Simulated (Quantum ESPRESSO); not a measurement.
## SiTe in Quantum ESPRESSO: the effect of target pressure

The system is SiTe.

```
Si Te
1.0
     5.42361    0.00000    0.00000
     0.00000    3.26360    0.00000
     0.00000    0.00000    5.71837
Si Te
2 2
Cartesian
  1.3559 1.6318 3.9959
  4.0677 1.6318 1.7225
  1.3559 0.0000 1.0740
  4.0677 0.0000 4.6444
```

The cell was built by a generator and needn't be a form met in nature.

Alike in all runs:

| Property | Result |
| --- | --- |
| Program | Quantum ESPRESSO 7.5 |
| Task | phonons |
| Functional | LDA |
| Potentials or basis | GBRV 1.5 LDA |
| Cutoff | 612 eV |
| Density cutoff | 4898 eV |
| k mesh | 2 × 4 × 2, shifted |
| Occupations | fermi-dirac, width 0.05 eV |
| Spin | no spin polarisation |

Each run relaxes the cell or the atoms first.

Question: One run gave: relaxed volume 20.86 Å³/atom; highest phonon frequency 171 cm⁻¹. Which target pressure did it use?
A. 10 GPa
B. 25 GPa
C. 50 GPa
D. 0 GPa
E. 80 GPa

Answer: D.

```csv
target pressure,relaxed volume (Å³/atom),highest phonon frequency (cm⁻¹)
0 GPa,20.86,171
10 GPa,18.81,222
25 GPa,17.00,292
50 GPa,15.19,372
80 GPa,13.83,442
```

Caveats: all runs use coarse meshes; the mesh is thin for the phonons of a metal; the volume moved by over 15 % at a fixed basis, so the end points are rough; the cell relaxed to another space group than the one typed; the cell is more than 3 GPa from zero pressure, which shifts response properties (some runs); some modes are imaginary (some runs).
